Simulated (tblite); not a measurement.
# CH9OPSi2: the cost of one run

The runs use tblite 0.8.0 and PySCF 2.14.0, with density-fitted response routines of our own; the level of theory stands in each step. All values are computed, except where a source is named. Atoms are numbered from 0 throughout.

**1. Starting geometry**

14 atoms, charge 0, multiplicity 1; geometry from: force field or distance geometry start.

Bonds of the start (Å): C0–O1 1.39, O1–Si2 1.72, Si2–P3 2.20, P3–Si4 2.18, C0–H5 1.11, C0–H6 1.10, C0–H7 1.11, Si2–H8 1.47, Si2–H9 1.48, P3–H10 1.44, Si4–H11 1.48, Si4–H12 1.48, Si4–H13 1.46.

**2. Geometry optimisation with GFN2-xTB**

The job: settings as JSON, then the geometry in Å.

```
{"job": {"kind": "relax", "xc": "GFN2-xTB", "basis": "xTB"}, "charge": 0, "multiplicity": 1}
C      2.905200     0.394700     0.079300
O      1.982800    -0.635500     0.159400
Si     0.464600    -0.127000     0.777300
P     -1.028600    -0.828700    -0.679600
Si    -3.001900     0.061400    -0.440900
H      3.531300     0.171000    -0.813000
H      3.514300     0.364300     0.992100
H      2.449900     1.387300    -0.108800
H      0.257000    -0.733800     2.103300
H      0.447100     1.342600     0.930500
H     -1.026800    -2.257900    -0.864300
H     -4.008800    -0.916000     0.018300
H     -3.492300     0.533100    -1.755100
H     -2.994500     1.243900     0.419400
```

The run is started by

```
> OMP_NUM_THREADS=1 python probes_run.py task.json out
```

This one command runs all jobs of the session in turn.

Q: Estimate the wall time and peak memory of this first job on 1 thread of Arm Neoverse N1, shared host.

About 2.1 s, with a peak of 0.18 GiB.
